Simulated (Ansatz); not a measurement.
# GaAs (triplet): wave-function methods side by side, cc-pVDZ

Aim: climb from Hartree-Fock through coupled cluster and multireference methods for GaAs (triplet) at one geometry and basis, and see what each rung misses.

Method: cc-pVDZ, core rule «outside noble gas», up to 28 orbitals frozen; program: Ansatz 0.2.0, Gaussian basis.

To be run: UHF; CCSD(T) on ROHF; CCSD(T) on UHF; BCCD(T) on ROHF; CISD as a restricted active space (open shells left free, so some higher excitations enter); CCSDT(Q) on ROHF; CCSDT(Q) on UHF; CISDTQ; CCSDTQ on ROHF; CCSDTQ on UHF; CASSCF and MRCISD+Q, 8 electrons in 8 orbitals; CASSCF and NEVPT2, 8 electrons in 8 orbitals; Full CI; Full CI in the symmetry of the determinant.

8 further runs of the same task are left out: 2 for a known fault of the program, 6 set aside as unsound or not needed. Runs told in other sessions of the task aren't counted.

## (1) The geometry

The geometry is a PBE0/def2-TZVP stationary point (not a proven minimum). No spin-orbit coupling is included. The filled d shell of Ga, As may be among the frozen orbitals whatever the setting's name suggests.

2 atoms, charge 0, spin multiplicity 3.

Atoms are counted from 1 here; the program's logs count them from 0.

Bond lengths: Ga1–As2 2.327 Å.

Coordinates:

| atom | x (Å) | y (Å) | z (Å) |
| --- | --- | --- | --- |
| Ga1 | 0.0000 | 0.0000 | 0.0000 |
| As2 | 0.0000 | 0.0000 | 2.3273 |

## (2) UHF

Contents of in.yaml:

```yaml
crystal:
  periodic: [false, false, false]
  atoms:
    - {symbol: Ga, position_ang: [0.000000, 0.000000, 0.000000]}
    - {symbol: As, position_ang: [0.000000, 0.000000, 2.327300]}
basis:
  gaussian: {orbitals: cc-pVDZ}
magnetization: {spin_polarized: true, initial_magnetization: 2}
hamiltonian: {xc: hf}
output: {orbitals: {seedname: orbitals}}
```

Started as:

```bash
ansatz run in.yaml --threads 1 --pin off --events-out ev --progress --plain --max-ram 4096MiB --backend cpu
```

The runs that follow: CCSD(T) on ROHF; CCSD(T) on UHF; BCCD(T) on ROHF; CISD as a restricted active space (open shells left free, so some higher excitations enter); CCSDT(Q) on ROHF; CCSDT(Q) on UHF; CISDTQ; CCSDTQ on ROHF; CCSDTQ on UHF; CASSCF and MRCISD+Q, 8 electrons in 8 orbitals; CASSCF and NEVPT2, 8 electrons in 8 orbitals; Full CI; Full CI in the symmetry of the determinant.

Q: Predict the results of all the runs planned. Wanted: FCI from the RHF energy; RMP2 from FCI; UMP2 from FCI; RCCSD from FCI; RCCSD(T) from FCI; UCCSD(T) from FCI; RCCSDT(Q) from FCI; UCCSDT(Q) from FCI; NEVPT2 valence from FCI.

The runs gave:

| quantity | value |
| --- | --- |
| FCI from the ROHF energy | -3.9505 eV |
| RMP2 from FCI | +882.8 meV |
| UMP2 from FCI | +931.2 meV |
| RCCSD from FCI | +242.7 meV |
| RCCSD(T) from FCI | +53.3 meV |
| UCCSD(T) from FCI | +47.5 meV |
| RCCSDT(Q) from FCI | +0.4 meV |
| UCCSDT(Q) from FCI | -11.3 meV |
| NEVPT2 valence from FCI | +593.7 meV |
| MRCISD+Q valence from FCI | -8.6 meV |
| levels within 1 kcal/mol (43 meV) | RCCSDT, UCCSDT, RCCSDT(Q), UCCSDT(Q), RCCSDTQ, UCCSDTQ, MRCISD+Q valence |
| T1 diagnostic | 0.040 |
| effectively unpaired electrons | 2.13 |

What this shows: RCCSD(T) misses by +53.3 meV, 1.3 % of the correlation energy. UCCSDT(Q), UCCSDTQ, MRCISD+Q valence fall below full CI: unrestricted runs freeze a spin-polarised core, another one than full CI's, and coupled cluster isn't variational. One determinant dominates. Of the multireference levels listed MRCISD+Q valence comes nearest in total energy (-8.6 meV), which doesn't show that its space is the better one. Coupled cluster took another determinant than the lowest Hartree-Fock one. These misses are within one basis, not against nature; the frozen cores of restricted and unrestricted runs differ, which can shift their rows.

Levels on UHF freeze UHF's core orbitals, full CI those of ROHF, so the U rows can settle a little off it for that reason alone.
